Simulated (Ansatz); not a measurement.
# Si3Ge: the cost of one run

Method: DFT PBE, scalar-relativistic, plane waves, PAW, in Ansatz 0.2.0.

1 further run of the same task is left out (set aside as unsound or not needed).

### 1 Starting point

The structure is tetragonal, space group P-4m2 (No. 115). The conventional cell has a = 3.912 Å, b = 3.912 Å, c = 5.532 Å, α = 90.00°, β = 90.00°, γ = 90.00°. Around Si (site symmetry 2mm) lie 2 Si at 2.38 Å and 2 Ge at 2.41 Å. Si (site symmetry -4m2) is surrounded by 4 Si at 2.38 Å. Ge (site symmetry -4m2) has 4 Si at 2.41 Å as nearest neighbours.

Coordinates:

```
CELL_PARAMETERS angstrom
3.91238 0.00000 0.00000
0.00000 3.91238 0.00000
0.00000 0.00000 5.53206
ATOMIC_POSITIONS crystal
Si 0.00000 0.50000 0.74413
Si 0.50000 0.00000 0.25587
Si 0.50000 0.50000 0.50000
Ge 0.00000 0.00000 0.00000
```

The cell was relaxed beforehand at this level, from a generated guess; it is a trial structure. At a tolerance of 0.02 Å it has space group P-4m2 (No. 115); it has 21.17 Å³/atom, an uncorrected energy of +0.01 eV/atom over the elements.

### 2 Bands, states and charges

input.yaml

```yaml
crystal:
  lattice:
    - [3.9123760691, 0.0, 0.0]
    - [0.0, 3.9123760691, 0.0]
    - [0.0, 0.0, 5.5320638552]
  atoms:
    - { symbol: Si, position: [0.0, 0.5, 0.7441286147] }
    - { symbol: Si, position: [0.5, 0.0, 0.2558713853] }
    - { symbol: Si, position: [0.5, 0.5, 0.5] }
    - { symbol: Ge, position: [0.0, 0.0, 0.0] }
basis:
  ecutwfc: 420
kpoints:
  mp_grid: { grid: [10, 10, 6] }
  band_path:
    path:
      - [[0.0, 0.0, 0.0], [0.0, 0.5, 0.0], [0.5, 0.5, 0.0], [0.0, 0.0, 0.0], [0.0, 0.0, 0.5], [0.0, 0.5, 0.5], [0.5, 0.5, 0.5], [0.0, 0.0, 0.5]]
      - [[0.0, 0.5, 0.0], [0.0, 0.5, 0.5]]
      - [[0.5, 0.5, 0.0], [0.5, 0.5, 0.5]]
    npoints: 14
hamiltonian:
  xc: pbe
scf:
  occupations: { method: gaussian, width: 0.02 }
  n_extra_bands: 10
output:
  forces: true
  stress: true
  eigenvalues: true
  populations: true
  dos: { projected: true, de: 0.02, nscf_kmesh: { grid: [15, 15, 9] } }
  bader: true
  write_density: true
  write_potential: true
  elf: true
  volumetric_format: npy
```

On the command line:

```
> ansatz run input.yaml --threads 1 --pin off --max-ram 2560MiB --backend cpu --events-out ev --progress --plain --runs-dir out
```

**Question.** How long does this run take on 1 thread of Intel Xeon at 2.70GHz, shared host, and how much memory does it need?

About 93 s, with a peak of 0.51 GiB.
